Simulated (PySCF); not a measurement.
# H4N2Pr (Pr(NH2)2+): the cost of one run

The runs use PySCF 2.14.0; several levels, as the steps say, no spin–orbit coupling.

1 further run of the same task is left out (for a known fault of the program).

### 1 Starting geometry

7 atoms, charge 1, spin multiplicity 1.

Bond lengths: Pr1–N2 2.155 Å, Pr1–H3 2.855 Å, Pr1–H4 2.922 Å, Pr1–N5 2.155 Å, Pr1–H6 2.922 Å, Pr1–H7 2.855 Å, N2–H3 1.025 Å, N2–H4 1.023 Å, N5–H6 1.023 Å, N5–H7 1.025 Å. Angles: N2–Pr1–H3 17.3°, N2–Pr1–H4 15.5°, N2–Pr1–N5 106.0°, N2–Pr1–H6 121.5°, N2–Pr1–H7 88.6°, H3–Pr1–H4 32.8°, H3–Pr1–N5 88.6°, H3–Pr1–H6 104.1°, H3–Pr1–H7 71.3°, H4–Pr1–N5 121.5°, H4–Pr1–H6 137.0°, H4–Pr1–H7 104.1°, N5–Pr1–H6 15.5°, N5–Pr1–H7 17.3°, H6–Pr1–H7 32.8°, Pr1–N2–H3 123.8°, Pr1–N2–H4 130.2°, H3–N2–H4 105.9° and more.

Geometry (Å):

```xyz
7
charge 1, multiplicity 1
Pr    0.0000    0.7688    0.0129
N     1.7206    0.0290    1.0782
H     1.6641   -0.5561    1.9173
H     2.7183    0.1563    0.8915
N    -1.7206    0.0290    1.0782
H    -2.7183    0.1563    0.8915
H    -1.6641   -0.5561    1.9173
```

Formal oxidation states: Pr +3. Each metal's 2 4f electrons lie in its core potential, so multiplicities, spins and levels count the valence alone. An earlier session relaxed this geometry at PBE0, Pr lcecp-1-SVP with ECP48, N def2-SVP, H def2-SVP (singlet, point group C2v).

At PBE0 on the finer grid: E = -144.403842 Eh, HOMO -11.46 eV, LUMO -6.25 eV, Mulliken charge on Pr1 +1.25 e, largest force component 0.014 eV/Å. 

Levels to run: wB97X; HF; PBE0, TZVP. Hardware: 2 threads of Arm Neoverse V1, shared host.

### 2 wB97X

run.py (the lines that set the calculation)

```python
mol = gto.M(atom='''
Pr     0.00000     0.76880     0.01289
N      1.72063     0.02903     1.07821
H      1.66405    -0.55610     1.91729
H      2.71834     0.15626     0.89151
N     -1.72063     0.02903     1.07821
H     -2.71834     0.15626     0.89151
H     -1.66405    -0.55610     1.91729''',
    basis={'Pr': 'lcecp-1-SVP', 'N': 'def2-SVP', 'H': 'def2-SVP'},
    ecp={'Pr': 'lcecp-1-SVP'},
    charge=1, spin=0)
mf = dft.RKS(mol, xc='WB97X')
mf.grids.atom_grid = (75, 302)  # f atoms: unpruned, at least (60, 302)
mf = mf.density_fit()  # fitting sets: Pr AutoAux, N def2-universal-JKFIT, H def2-universal-JKFIT
mf.conv_tol = 1e-08; mf.max_cycle = 55
mf.kernel(dm0)  # dm0: the density of the relaxed state
```

On the command line:

```sh
OMP_NUM_THREADS=2 python run.py
```

**Question.** How long does this run take on 2 threads of Arm Neoverse V1, shared host?

About 4.6 s.
